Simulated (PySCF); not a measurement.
Molecule: CNAlOH4, in a box.

```
C N Al O H
1.0
    12.00000    0.00000    0.00000
     0.00000   14.00000    0.00000
     0.00000    0.00000   12.00000
C N Al O H
1 1 1 1 4
Direct
  0.47631 0.60494 0.46562
  0.54682 0.57453 0.55541
  0.50468 0.45636 0.52117
  0.43155 0.52555 0.42063
  0.52539 0.64511 0.39981
  0.41018 0.65611 0.49822
  0.59464 0.61722 0.60089
  0.51471 0.34587 0.55484
```

The cell isn't the ideal one: atoms moved at random, drawn with an rms of 0.05 Å.

Base run:

| Property | Result |
| --- | --- |
| Program | PySCF 2.14.0 |
| Functional | wB97X |
| Potentials or basis | cc-pvdz (all-electron) |
| k mesh | 1 × 1 × 1 |
| Occupations | fixed |
| Spin | no spin polarisation |

Its results: gap between the frontier levels 10.38 eV.

Task: The run is repeated on the same cell with these changes: functional from wB97X to TM. What comes out?

Result: Gap between the frontier levels 4.25 eV.

wB97X gives the wider gap, since exact exchange removes part of the self-interaction.

Caveats: this is a molecule in a periodic box at the Γ point, so its band gap is the HOMO-LUMO gap; the basis of atomic orbitals isn't converged, which shifts pressures, moduli and gaps.

